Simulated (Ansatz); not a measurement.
# W2AuN3: the cost of one run

Method: DFT PBE, scalar-relativistic, plane waves, PAW, unless a step names another level, in Ansatz 0.2.0.

4 further runs of the same task are left out: 2 that didn't finish, 2 set aside as unsound or not needed.

**1. The starting structure**

The structure is trigonal, space group P3m1 (No. 156). The conventional cell has a = 2.902 Å, b = 2.902 Å, c = 9.849 Å, α = 90.00°, β = 90.00°, γ = 120.00°. W (site symmetry 3m) has 6 N at 2.05 to 2.26 Å as nearest neighbours. W (site symmetry 3m) has 6 N at 2.05 to 2.17 Å as nearest neighbours. Au (site symmetry 3m) is surrounded by 1 N at 2.18 Å. Around N (site symmetry 3m) lie 3 W at 2.05 Å. Around N (site symmetry 3m) lie 6 W at 2.17 to 2.26 Å. N (site symmetry 3m) has 3 W at 2.05 Å and 1 Au at 2.18 Å as nearest neighbours.

Coordinates:

```cif
data_structure
_symmetry_space_group_name_H-M 'P 1'
_symmetry_Int_Tables_number 1
_cell_length_a 2.9025
_cell_length_b 2.9025
_cell_length_c 9.8494
_cell_angle_alpha 90.000
_cell_angle_beta 90.000
_cell_angle_gamma 120.000
_cell_volume 71.86
loop_
_atom_site_label
_atom_site_type_symbol
_atom_site_fract_x
_atom_site_fract_y
_atom_site_fract_z
_atom_site_occupancy
W1 W 0.33333 0.66667 0.93324 1
W2 W 0.33333 0.66667 0.22756 1
Au1 Au 0.00000 0.00000 0.59153 1
N1 N 0.66667 0.33333 0.34766 1
N2 N 0.66667 0.33333 0.08698 1
N3 N 0.00000 0.00000 0.81303 1
```

It came out lowest among 25 distinct ends of the trial cells. At a tolerance of 0.05 Å it has space group P3m1 (No. 156).

**2. Tight relaxation for the response runs, on the response runs' mesh and smearing**

Contents of input.yaml:

```yaml
crystal:
  lattice:
    - [2.9024527885, 0.0, 0.0]
    - [-1.4512263942, 2.5135978481, 0.0]
    - [0.0, 0.0, 9.8493634904]
  atoms:
    - { symbol: W, position: [0.3333333333, 0.6666666667, 0.933243082] }
    - { symbol: W, position: [0.3333333333, 0.6666666667, 0.2275632016] }
    - { symbol: Au, position: [0.0, 0.0, 0.5915254927] }
    - { symbol: "N", position: [0.6666666667, 0.3333333333, 0.3476643498] }
    - { symbol: "N", position: [0.6666666667, 0.3333333333, 0.0869772265] }
    - { symbol: "N", position: [0.0, 0.0, 0.8130276575] }
basis:
  ecutwfc: 420
kpoints:
  mp_grid: { grid: [12, 12, 4] }
hamiltonian:
  xc: pbe
scf:
  occupations: { method: gaussian, width: 0.1 }
output:
  forces: true
  stress: true
  eigenvalues: true
relax:
  adjacent_minimum: "off"
  f_tol: 0.001
  max_steps: 60
  cell: { stress_tol: 0.01 }
```

On the command line:

```console
> ansatz run input.yaml --threads 3 --pin off --max-ram 7680MiB --backend cpu --events-out ev --progress --plain --runs-dir out
```

What time and memory should one allow on 3 threads of Arm Neoverse V1, shared host?

About 40 s, with a peak of 0.46 GiB.
